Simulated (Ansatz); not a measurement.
This script for a scan of ordered alloys across composition of Li-Nb mixtures with the Ansatz DFT code, driven from Python holds a mistake.

The script, `alloy.py`:
```python
from collections import Counter

import ansatz as az
import numpy as np

SETTINGS = {
    "functional": "PBE",
    "kspacing": 0.15,
    "occupations": "fermi_dirac",
    "sigma": 0.05,
}


def bcc(a_site, a):
    return (
        az.Lattice.bcc(a)
        .space_group(229)
        .atom(a_site, [0, 0, 0])
        .primitive()
    )

A_FIRST, A_LAST = 3.51, 3.33


def solve(name, crystal):
    calc = (
        crystal.calculation()
        .functional(SETTINGS["functional"])
        .basis(18 * az.Ha)
        .kpoints(spacing=SETTINGS["kspacing"])
        .occupations(SETTINGS["occupations"], width=SETTINGS["sigma"])
        .band_table()
    )
    calc = calc.relax(force_tolerance=0.02, max_steps=30, cell=True)
    return calc.run(outdir="tmp")


def volume_per_atom(outcome):
    return abs(np.linalg.det(outcome.lattice.cell_ang)) / len(outcome.lattice.sites)


def counts(outcome):
    return Counter(site.symbol for site in outcome.lattice.sites)

phases = {}
for k in range(2 + 1):
    a = A_FIRST + (A_LAST - A_FIRST) * k / 2
    cell = bcc("Li", a).conventional().resolved()
    sites = [site.position for site in cell.sites if site.symbol == "Li"]
    for position in sites[:k]:
        cell = cell.substitution("Nb", at=position, replaces="Li")
    phases[f"Li{2 - k}Nb{k}"] = cell.resolved()

done = {}
for name, crystal in phases.items():
    done[name] = solve(name, crystal)
    print(f"{name}: {done[name].report['energy_sigma0_ev']:.4f} eV, {len(done[name].lattice.sites)} atoms")

# x is the share of the second element on the mixed sites; both end members stand on this same lattice
x = {name: counts(o)["Nb"] / (counts(o)["Li"] + counts(o)["Nb"]) for name, o in done.items()}
first, last = min(x, key=x.get), max(x, key=x.get)
energy = {name: o.report["energy_sigma0_ev"] / len(o.lattice.sites) for name, o in done.items()}
volume = {name: volume_per_atom(o) for name, o in done.items()}
rows = []
for name in sorted(done, key=x.get):
    line = lambda table: (1 - x[name]) * table[first] + x[name] * table[last]
    rows.append((name, x[name], 1000 * (energy[name] - line(energy)), volume[name], 100 * (volume[name] / line(volume) - 1)))
print("| cell | x(Nb) | E_mix (meV/atom) | V (A^3/atom) | excess V (%) |")
print("| --- | --- | --- | --- | --- |")
for row in rows:
    print(f"| {row[0]} | {row[1]:.3f} | {row[2]:+.1f} | {row[3]:.3f} | {row[4]:+.2f} |")
```

`python alloy.py` gives:
```text
Traceback (most recent call last):
  File "alloy.py", line 56, in <module>
    done[name] = solve(name, crystal)
                 ~~~~~^^^^^^^^^^^^^^^
  File "alloy.py", line 35, in solve
    return calc.run(outdir="tmp")
           ~~~~~~~~^^^^^^^^^^^^^^
TypeError: Calculation.run() got an unexpected keyword argument 'outdir'
```

Find the fault and give the corrected script.

The fault: run() has no such keyword. The correction:

```diff
--- before
+++ after
@@ -34,3 +34,3 @@
     calc = calc.relax(force_tolerance=0.02, max_steps=30, cell=True)
-    return calc.run(outdir="tmp")
+    return calc.run()
```

After the fix:

```console
$ python alloy.py
Li2Nb0: -409.3711 eV, 2 atoms
Li1Nb1: -4755.7124 eV, 2 atoms
Li0Nb2: -9104.5717 eV, 2 atoms
| cell | x(Nb) | E_mix (meV/atom) | V (A^3/atom) | excess V (%) |
| --- | --- | --- | --- | --- |
| Li2Nb0 | 0.000 | +0.0 | 20.228 | +0.00 |
| Li1Nb1 | 0.500 | +629.5 | 15.315 | -20.14 |
| Li0Nb2 | 1.000 | +0.0 | 18.128 | +0.00 |
```

Total energies depend on the potentials; only differences at equal settings carry meaning. These are small ordered cells, with both end members on the same lattice, which need not be their own; they aren't random solutions. Differences under 10 to 15 meV an atom lie within the error of mesh and functional. The cells are prototypes set up for this calculation and needn't exist. It ran for 16 s on 1 thread of AMD EPYC 9R45 96-Core Processor (Zen 5), on a shared host, peak memory 0.48 GiB.
